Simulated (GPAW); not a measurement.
The system is As2Se.

```
CELL_PARAMETERS angstrom
-3.52942 3.52942 2.65357
3.52942 -3.52942 2.65357
3.52942 3.52942 -2.65357
ATOMIC_POSITIONS crystal
Se 0.25000 0.75000 0.50000
Se 0.50000 0.50000 0.00000
As 0.87500 0.12500 0.25000
As 0.87500 0.62500 0.75000
As 0.37500 0.12500 0.25000
As 0.87500 0.12500 0.75000
```

The cell comes from a database or a generator and needn't be the stable form of this composition.

| Property | Result |
| --- | --- |
| Program | GPAW 26.7.0 |
| Task | relaxation of cell and atoms |
| Functional | PBEsol |
| Potentials or basis | PAW data sets generated in the run's folder for this functional |
| Cutoff | 600 eV |
| Basis | pw |
| k mesh | 5 × 5 × 5 |
| Occupations | fermi-dirac, width 0.05 eV |
| Spin | no spin polarisation |

At the start: pressure -3.1 GPa; volume 22.04 Å³/atom.

Task: Where does the relaxation end?

Result: Over 9 steps the energy falls by 9.6 meV/atom and the volume is 21.08 Å³/atom (-4.3 %); space group I4_1/amd (No. 141, to 0.05 Å).

Step by step:
```
step  energy change (eV)  largest force (eV/Å)  pressure (GPa)  volume (Å³)
   1              0.0000                0.0000           -3.13       132.22
   2             -0.0076                0.0000           -2.92       131.81
   3             -0.0546                0.0000            0.15       126.55
   4             -0.0549                0.0001           -0.01       126.80
   5             -0.0551                0.0000           -0.09       126.90
   6             -0.0560                0.0000           -0.27       127.09
   7             -0.0568                0.0001           -0.31       127.04
   8             -0.0574                0.0001           -0.18       126.73
   9             -0.0575                0.0001           -0.04       126.49
```

Final structure:
```cif
data_structure
_symmetry_space_group_name_H-M 'P 1'
_symmetry_Int_Tables_number 1
_cell_length_a 5.5622
_cell_length_b 5.5622
_cell_length_c 5.5622
_cell_angle_alpha 102.989
_cell_angle_beta 102.989
_cell_angle_gamma 123.399
_cell_volume 126.49
loop_
_atom_site_label
_atom_site_type_symbol
_atom_site_fract_x
_atom_site_fract_y
_atom_site_fract_z
_atom_site_occupancy
Se1 Se 0.25000 0.75000 0.50000 1
Se2 Se 0.50000 0.50000 0.00000 1
As1 As 0.87500 0.12500 0.25000 1
As2 As 0.87500 0.62500 0.75000 1
As3 As 0.37500 0.12500 0.25000 1
As4 As 0.87500 0.12500 0.75000 1
```

Caveat: later steps reuse the first step's grids.
